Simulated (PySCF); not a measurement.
# InP: bond curves at several levels of theory

Aim: find the lowest electronic state of InP, scan its bond at several levels of theory, and get bond length, wavenumber and dissociation energy from each curve.

Method: In def2-SVPD with ECP28, P def2-SVPD, scalar-relativistic core potentials; program: PySCF 2.14.0.

## (1) Set-up

Settings of the job:

```
atoms                         : In, P
charge                        : 0
basis                         : In def2-SVPD with ECP28, P def2-SVPD
Hamiltonian                   : scalar-relativistic core potentials
basis functions               : 56
electrons treated             : 36
masses in u                   : 114.9039, 30.9738
levels                        : PBE0, PBE, r²SCAN, revPBE, M06-L, B97-3, HF, MP2, SCS-MP2, CCSD, CCSD(T)
grid                          : 80 radial by 434 angular points
occupations                   : held fixed by the projection of orbital angular momentum
dissociation limit            : In + P, each in its ground configuration
starting distance in angstrom : 2.455
values of 2S to try           : 0, 2, 4
```

The run is started by

```console
OMP_NUM_THREADS=1 python dia.py task.json out
```

The runs that follow: First curve: PBE0; Excited determinants; PBE; r²SCAN; revPBE; M06-L (meta-GGA); B97-3 (global hybrid GGA); UHF; Adding correlation.

Q: Predict the outcome of this session. Wanted: for each run, Re; ωe; De; μ.

The runs gave:

Lowest PBE0 solution found, without spin–orbit coupling: ³Σ⁻ (triplet), unpaired electrons π ↑↑. State 2 has its PBE0 minimum 0.27 eV higher. State 3 has its PBE0 minimum 0.33 eV higher, as a spin-mixed determinant (⟨S²⟩ = 1.01), so this is no gap between pure states. State 4 has its PBE0 minimum 0.47 eV higher, as a spin-mixed determinant (⟨S²⟩ = 1.02), so this is no gap between pure states. The other levels ran on the lowest alone.

```
      level  Re (Å)  ωe (cm⁻¹)  De (eV)  μ (D)
        UHF   2.684      257.1     0.84  -2.11
    UHF-MP2   2.675      257.4     1.49    n/a
UHF-SCS-MP2   2.687      253.1     1.47    n/a
   UHF-CCSD   2.689      250.7     1.45    n/a
UHF-CCSD(T)   2.694      248.0     1.53    n/a
        PBE   2.693      247.8     2.14  -1.97
     revPBE   2.712      242.1     1.99  -2.11
     r²SCAN   2.668      255.7     1.96  -1.94
      M06-L   2.692      248.6     2.14  -2.33
       PBE0   2.666      258.1     1.99  -2.02
      B97-3   2.697      249.9     2.06  -2.26
```

De is counted to In + P in their ground configurations. A positive dipole means In(−)P(+).

Differences from CCSD(T) in the same basis:

```
      level  Re (mÅ)  ωe (%)
        UHF      -10    +3.7
    UHF-MP2      -20    +3.8
UHF-SCS-MP2       -7    +2.1
   UHF-CCSD       -5    +1.1
        PBE       -2    -0.1
     revPBE      +17    -2.4
     r²SCAN      -27    +3.1
      M06-L       -2    +0.2
       PBE0      -28    +4.1
      B97-3       +3    +0.8
```

**Reading.** Judged by CCSD(T) in the same basis: best bond length PBE and M06-L (-2 mÅ), worst PBE0 (-28 mÅ); best wavenumber PBE (-0.1 %), worst PBE0 (+4.1 %). Hartree–Fock makes the bond too short and too stiff against this reference, as it mostly does. CCSD(T) in a basis this small is itself some way from its limit, more so than the functionals. Of the levels with a De here, UHF gives the least (0.84 eV) and M06-L the most (2.14 eV).

Correlated steps freeze 9 core orbitals. Spin–orbit coupling is left out, which matters for elements this heavy, above all for dissociation energies.
